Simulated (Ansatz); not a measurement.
# BH3O2: the cost of one run

Computed with Ansatz 0.2.0, Gaussian basis. Level: PBE0-D4/def2-TZVP structures, single points in def2-TZVPP, no counterpoise correction.

Levels: SPW92, PBE-D4, BLYP-D4, r2SCAN-D4, B97M-V, PBE0-D4, B3LYP-D4, r2SCAN0-D4, BHLYP-D4, CAM-B3LYP-D4, wB97X-V, wB97M-V, B2PLYP, PBE-QIDH, RPA on PBE, Hartree-Fock, MP2, CCSD, CCSD(T).

Cores are frozen in the correlated methods. B3LYP uses VWN-RPA correlation. B2PLYP carries no dispersion term here.

94 further runs of the same task are left out: 94 set aside as unsound or not needed. Runs told in other sessions of the task aren't counted.

### Step 1. The starting structure

The complex: 12 atoms, charge 0, spin multiplicity 1.

Atoms are counted from 1 here; the program's logs count them from 0.

Bond lengths: B1–O4 1.360 Å, B1–O5 1.358 Å, B1–H7 1.196 Å, O2–C3 1.404 Å, O2–H6 0.965 Å, C3–H8 1.098 Å, C3–H9 1.099 Å, C3–H10 1.092 Å, O4–H11 0.963 Å, O5–H12 0.959 Å. Angles: O4–B1–O5 118.7°, O4–B1–H7 118.1°, O5–B1–H7 123.2°, C3–O2–H6 108.1°, O2–C3–H8 112.5°, O2–C3–H9 112.5°, O2–C3–H10 107.6°, H8–C3–H9 108.2°, H8–C3–H10 107.9°, H9–C3–H10 107.9°, B1–O4–H11 113.0°, B1–O5–H12 113.6°.

Geometry (Å):

```
B    -0.5030    1.8062    0.2684
O     1.3623   -1.4703    0.0337
C     0.5138   -2.2059   -0.8083
O    -0.2643    0.7171    1.0480
O    -0.9753    2.9363    0.8548
H     0.8454   -0.7609    0.4343
H    -0.2887    1.7176   -0.9047
H    -0.3164   -2.6754   -0.2632
H     0.0902   -1.5947   -1.6169
H     1.1075   -3.0000   -1.2647
H    -0.4544    0.8724    1.9792
H    -1.1171    3.6575    0.2394
```

Its parts: BH₃O₂ holds atoms 1, 4, 5, 7, 11, 12; CH₄O holds atoms 2, 3, 6, 8, 9, 10. Each part counts its atoms afresh in its own runs.

### Step 2. Relaxing BH₃O₂ alone

relax-a/in.yaml

```yaml
crystal:
  periodic: [false, false, false]
  atoms:
    - {symbol: B, position_ang: [-0.503045, 1.806196, 0.268391]}
    - {symbol: O, position_ang: [-0.264296, 0.717102, 1.047984]}
    - {symbol: O, position_ang: [-0.975300, 2.936297, 0.854845]}
    - {symbol: H, position_ang: [-0.288669, 1.717617, -0.904744]}
    - {symbol: H, position_ang: [-0.454438, 0.872386, 1.979169]}
    - {symbol: H, position_ang: [-1.117077, 3.657526, 0.239399]}
basis:
  gaussian: {orbitals: def2-TZVP}
hamiltonian: {xc: pbe0, dispersion: d4}
relax: {f_tol: 0.005, max_steps: 200}
```

On the command line:

```console
ansatz run in.yaml --threads 8 --pin off --events-out ev --progress --plain --max-ram 19148MiB
```

**Question.** How long does this run take on 8 threads of Intel Xeon 6975P-C, shared host?

About 1.7 s.
